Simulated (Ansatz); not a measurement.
Co2Pd under changes of volume

One of the cells (12.694 Å³/atom); the others are scaled copies at fixed shape and fractional positions:

```
Pd Co
1.0
     2.63793    0.00000    0.00000
    -1.31897    2.28451    0.00000
     0.00000    0.00000    6.31934
Pd Co
1 2
Direct
  0.00000 0.00000 0.00000
  0.66667 0.33333 0.34978
  0.33333 0.66667 0.65022
```

The cell comes from a database or a generator and needn't be the stable form of this composition.

- Program: Ansatz 0.2.0
- Functional: PBEsol
- Potentials or basis: Ansatz PAW
- Cutoff: 420 eV (not typed: the program's choice for these potentials)
- k mesh: 12 × 12 × 4
- Occupations: fermi-dirac, width 0.05 eV
- Spin: collinear spin, ferromagnetic start
- Starting moments: [0.0, 2.0, 2.0] μB

```csv
volume (Å³/atom),energy over the lowest point (meV/atom),pressure (GPa),moment (μB per cell),largest force (eV/Å)
11.933,0.00,1.7,3.68,0.062
12.187,?,?,?,?
12.440,9.18,-6.9,3.76,0.010
12.694,23.13,-10.5,3.80,0.044
12.948,42.34,-13.6,3.83,0.076
13.202,66.21,-16.4,3.86,0.107
13.456,94.20,-18.8,3.88,0.136
```

What does the run at 12.187 Å³/atom give?

Energy over the lowest point 1.19 meV/atom; pressure -2.9 GPa; moment 3.72 μB per cell; largest force 0.025 eV/Å.

Worked out: A Birch-Murnaghan fit of order 3 (a polynomial in V^(-2/3)) to the other rows has its minimum at 12.02 Å³/atom with B0 = V·E''(V) = 219 GPa and B' = 4.9 at fixed shape and positions, which overstates the stiffness. It gives 1.24 meV/atom at 12.187 Å³/atom, against the run's 1.19, and -dE/dV = -3.0 GPa, against -2.9. A parabola through the other rows of the moment, of slope 0.165 μB per Å³/atom there, gives 3.72 μB, against the run's 3.72.

Energies are extrapolated to zero smearing.

Caveats: the PAW data sets come from PBE, with cores solved anew for the run's functional, which leaves a small shift of forces and pressure.
